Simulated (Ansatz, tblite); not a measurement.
# (F)2Al-NH-SiH3 (AlF2H4NSi): a ladder of methods and basis sets

Aim: run the singlet of (F)2Al-NH-SiH3 (AlF2H4NSi) at one geometry on many levels, and compare frontier levels, spin and run time.

Program: Ansatz 0.2.0, Gaussian basis. Level of theory: as each input shows. These are calculated values, not measurements.

Levels to be run: GFN1-xTB, GFN2-xTB, PBE-D4/def2-TZVP, r2SCAN-D4/def2-TZVP, LDA/def2-TZVP, B97M-V/def2-TZVP, BLYP-D4/def2-TZVP, HSE06-D4/def2-TZVP, B3LYP-D4/def2-TZVP, HF/def2-TZVP, ωB97X-V/def2-TZVP, PBE-D4/def2-SVP, PBE0-D4/def2-SVP, HF/STO-3G, PBE0-D4/def2-TZVPD, PBE-D4/def2-TZVPD, r2SCAN-D4/def2-TZVPD, CCSD(T)/def2-TZVPP, MP2/def2-TZVP, RPA/def2-TZVP.

## (1) The structure

The singlet was relaxed beforehand with PBE-D4/def2-SVP.

9 atoms, charge 0, spin multiplicity 1.

Bond lengths: Al1–F2 1.666 Å, Al1–F3 1.668 Å, Al1–N4 1.778 Å, N4–Si5 1.760 Å, N4–H6 1.027 Å, Si5–H7 1.508 Å, Si5–H8 1.508 Å, Si5–H9 1.502 Å. Angles: F2–Al1–F3 118.8°, F2–Al1–N4 121.2°, F3–Al1–N4 120.0°, Al1–N4–Si5 129.1°, Al1–N4–H6 115.7°, Si5–N4–H6 115.2°, N4–Si5–H7 111.8°, N4–Si5–H8 111.9°, N4–Si5–H9 106.7°, H7–Si5–H8 107.4°, H7–Si5–H9 109.5°, H8–Si5–H9 109.5°.

PBE0-D4/def2-TZVP was run before; its log isn't repeated, and its numbers join the tables.

## (2) GFN1-xTB

Tight binding, by tblite at 300 K electronic temperature and without a spin-polarisation term:

```python
tblite.interface.Calculator('GFN1-xTB', numbers, positions, charge=0, uhf=0).singlepoint()
```

Energy -516.0145 eV, HOMO -11.92 eV, LUMO -8.44 eV; 0.006 s.

## (3) GFN2-xTB

Tight binding, by tblite at 300 K electronic temperature and without a spin-polarisation term:

```python
tblite.interface.Calculator('GFN2-xTB', numbers, positions, charge=0, uhf=0).singlepoint()
```

Energy -474.5186 eV, HOMO -11.02 eV, LUMO -7.67 eV; 0.005 s.

## (4) PBE-D4/def2-TZVP

start.molden holds the orbitals of an earlier run on this state, given as this run's starting guess.

in.yaml

```yaml
crystal:
  periodic: [false, false, false]
  atoms:
    - {symbol: Al, position_ang: [-1.241088, -0.894268, -0.879951]}
    - {symbol: F, position_ang: [-2.212498, 0.366839, -1.373000]}
    - {symbol: F, position_ang: [-1.663254, -2.449300, -1.310130]}
    - {symbol: N, position_ang: [0.223732, -0.607059, 0.086938]}
    - {symbol: Si, position_ang: [0.895360, 0.915039, 0.660716]}
    - {symbol: H, position_ang: [0.755666, -1.445586, 0.349024]}
    - {symbol: H, position_ang: [2.288089, 1.147859, 0.131709]}
    - {symbol: H, position_ang: [0.970789, 0.964614, 2.165896]}
    - {symbol: H, position_ang: [-0.016795, 2.001873, 0.168788]}
basis:
  gaussian: {orbitals: def2-TZVP, initial_orbitals: start.molden}
hamiltonian: {xc: pbe, dispersion: d4}
scf: {omitted_lower_state_checks: [starts]}
output: {orbitals: {seedname: orbitals}}
```

Started as:

```sh
$ ansatz run in.yaml --threads 4 --pin off --events-out ev --progress --plain --max-ram 3916MiB
```

After this run come: r2SCAN-D4/def2-TZVP; LDA/def2-TZVP; B97M-V/def2-TZVP; BLYP-D4/def2-TZVP; HSE06-D4/def2-TZVP; B3LYP-D4/def2-TZVP; HF/def2-TZVP; ωB97X-V/def2-TZVP; PBE-D4/def2-SVP; PBE0-D4/def2-SVP; HF/STO-3G; PBE0-D4/def2-TZVPD; PBE-D4/def2-TZVPD; r2SCAN-D4/def2-TZVPD; CCSD(T)/def2-TZVPP; MP2/def2-TZVP; RPA/def2-TZVP.

Q: Predict the results of all the runs planned. Wanted: gap in def2-TZVP, named functionals and Hartree-Fock, smallest and largest; correlation energy, CCSD(T)/def2-TZVPP; correlation energy, MP2/def2-TZVP; binding an atom, CCSD(T)/def2-TZVPP; PBE0 total energy, smallest basis above largest.

The runs gave:

| quantity | value |
| --- | --- |
| gap in def2-TZVP, named functionals and Hartree-Fock, smallest and largest | 4.68 eV (LDA), 13.20 eV (HF) |
| correlation energy, CCSD(T)/def2-TZVPP | -26.35 eV |
| correlation energy, MP2/def2-TZVP | -24.48 eV |
| binding an atom, CCSD(T)/def2-TZVPP | 3.680 eV |
| PBE0 total energy, smallest basis above largest | 14.00 eV (def2-SVP, def2-TZVPD) |

What this shows: Orbital gaps of the named functionals and Hartree-Fock in def2-TZVP span 4.68 eV (LDA) to 13.20 eV (HF); exact exchange widens it. A small miss in a minimal or small basis is a cancelling of errors, not accuracy. The functionals in def2-TZVP miss CCSD(T)/def2-TZVPP by +0.020 (PBE0-D4) to +0.543 eV (LDA) an atom. CCSD(T)/def2-TZVPP isn't at the basis-set limit; small misses against it rank nothing.
